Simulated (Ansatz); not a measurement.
# Si2Mo: the cost of one run

Method: DFT PBEsol, scalar-relativistic, in Ansatz 0.2.0.

### Step 1. The system as given

It takes space group I4/mmm (No. 139, tetragonal). The conventional cell has a = 3.200 Å, b = 3.200 Å, c = 7.861 Å, α = 90.00°, β = 90.00°, γ = 90.00°. Around Si (site symmetry 4mm) lie 5 Si at 2.61 to 2.63 Å and 5 Mo at 2.62 Å. Around Mo (site symmetry 4/mmm) lie 10 Si at 2.62 Å.

Coordinates:

```xyz
3
Lattice="-1.6000 1.6000 3.9305 1.6000 -1.6000 3.9305 1.6000 1.6000 -3.9305" Properties=species:S:1:pos:R:3 pbc="T T T"
Si    0.0000    0.0000    2.6177
Si    0.0000    0.0000    5.2433
Mo    0.0000    0.0000    0.0000
```

Atoms are numbered in the order of the input: Si1, Si2, Mo3.

### Step 2. After the deformation

Space group I4/mmm before, I4/mmm after.

### Step 3. Full-potential LAPW

The input, input.yaml:

```yaml
crystal:
  lattice:
    - [-1.568, 1.568, 3.9305]
    - [1.568, -1.568, 3.9305]
    - [1.568, 1.568, -3.9305]
  atoms:
    - { symbol: Si, position: [0.333, 0.333, 0.0] }
    - { symbol: Si, position: [0.667, 0.667, 0.0] }
    - { symbol: Mo, position: [0.0, 0.0, 0.0] }
kpoints:
  mp_grid: { grid: [12, 12, 16] }
  band_path:
    path:
      - [0.0, 0.0, 0.0]
      - [0.0, 0.0, 0.5]
      - [0.25, 0.25, 0.25]
      - [0.0, 0.5, 0.0]
      - [0.0, 0.0, 0.0]
      - [0.5, 0.5, -0.5]
      - [0.2897865722, 0.7102134278, -0.2897865722]
      - [-0.2897865722, 0.2897865722, 0.2897865722]
      - [0.0, 0.0, 0.0]
    npoints: 5
scf:
  occupations: { method: fermi_dirac, width: 0.03 }
hamiltonian:
  xc: pbesol
  pseudopotentials: { kind: all_electron, lapw: { basis_error: 0.001 } }
output:
  forces: true
  stress: true
  eigenvalues: true
```

Command:

```console
$ ansatz run input.yaml --threads 1 --pin off --max-ram 6144MiB --backend cpu --events-out ev --progress --plain --runs-dir out
```

Q: Estimate wall time and peak memory on 1 thread of Arm Neoverse V2, shared host.

About 2.9 min, with a peak of 1.8 GiB.
